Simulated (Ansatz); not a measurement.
# AlH7OSi3: how energies converge with the basis set

One table from this session's results is given with a row withheld; the runs are named, their logs left out.

The runs use Ansatz 0.2.0, Gaussian basis; one geometry, several basis sets.

The runs, in order: PBE0-D4/def2-SVP; ωB97M-V/def2-SVP; PBE0-D4/def2-QZVPP; ωB97M-V/def2-QZVPP; the functionals' def2-TZVPP values are taken from earlier runs.

### The geometry

An earlier PBE0-D4 in a triple-zeta def2 set relaxation fixed the geometry.

SMILES `O[SiH]1[SiH2][Al]1[SiH3]`, 12 atoms, charge 0, spin multiplicity 1.

Atoms are counted from 1 here; the program's logs count them from 0.

Bond lengths: O1–Si2 1.659 Å, O1–H6 0.958 Å, Si2–Si3 2.311 Å, Si2–Al4 2.437 Å, Si2–H7 1.497 Å, Si3–Al4 2.331 Å, Si3–H8 1.500 Å, Si3–H9 1.589 Å, Al4–Si5 2.456 Å, Si5–H10 1.490 Å, Si5–H11 1.490 Å, Si5–H12 1.490 Å. Angles: Si2–O1–H6 116.2°, O1–Si2–Si3 117.0°, O1–Si2–Al4 115.3°, O1–Si2–H7 107.1°, Si3–Si2–Al4 58.7°, Si3–Si2–H7 122.5°, Al4–Si2–H7 129.3°, Si2–Si3–Al4 63.3°, Si2–Si3–H8 142.6°, Si2–Si3–H9 81.0°, Al4–Si3–H8 150.4°, Al4–Si3–H9 56.3°, H8–Si3–H9 105.8°, Si2–Al4–Si3 57.9°, Si2–Al4–Si5 156.3°, Si3–Al4–Si5 144.1°, Al4–Si5–H10 111.9°, Al4–Si5–H11 109.9° and more.

Set-up of the first run:

in.yaml

```yaml
crystal:
  periodic: [false, false, false]
  atoms:
    - {symbol: O, position_ang: [-2.150925, 1.707411, 1.465809]}
    - {symbol: Si, position_ang: [-0.678723, 0.948969, 1.566247]}
    - {symbol: Si, position_ang: [-0.667074, -1.352919, 1.365869]}
    - {symbol: Al, position_ang: [0.075953, -0.138478, -0.479670]}
    - {symbol: Si, position_ang: [1.233237, -0.310399, -2.639414]}
    - {symbol: H, position_ang: [-2.445555, 2.165978, 2.254022]}
    - {symbol: H, position_ang: [0.119476, 1.670742, 2.606952]}
    - {symbol: H, position_ang: [-0.695083, -2.619451, 2.168673]}
    - {symbol: H, position_ang: [0.865770, -1.069827, 1.055410]}
    - {symbol: H, position_ang: [2.198327, 0.805820, -2.842826]}
    - {symbol: H, position_ang: [0.242469, -0.266782, -3.751673]}
    - {symbol: H, position_ang: [1.979028, -1.596267, -2.735297]}
basis:
  gaussian: {orbitals: def2-SVP}
hamiltonian: {xc: pbe0, dispersion: d4}
output: {orbitals: {seedname: orbitals}}
```

Started as:

```console
$ ansatz run in.yaml --threads 4 --pin off --events-out ev --progress --plain --max-ram 10444MiB
```

Among the steps run: PBE0-D4 in def2-SVP; ωB97M-V in def2-SVP; PBE0-D4 in def2-QZVPP; ωB97M-V in def2-QZVPP.

One table of the session follows, with a row left open; its other results are not shown here.

It belongs to the step «Density functionals: the series». 

| functional | basis | HOMO (eV) | LUMO (eV) |
| --- | --- | --- | --- |
| PBE0-D4 | def2-SVP | -6.21 | -1.65 |
| PBE0-D4 | def2-TZVPP | -6.21 | -1.69 |
| PBE0-D4 | def2-QZVPP | ? | ? |
| ωB97M-V | def2-SVP | -7.96 | 0.09 |
| ωB97M-V | def2-TZVPP | -7.99 | -0.01 |
| ωB97M-V | def2-QZVPP | -8.01 | -0.09 |

**Question.** Estimate the row for PBE0-D4, def2-QZVPP.

**Answer.** HOMO (eV): -6.22; LUMO (eV): -1.71. In the column «HOMO (eV)» it lies between ωB97M-V, def2-SVP (-7.96) and PBE0-D4, def2-SVP (-6.21).
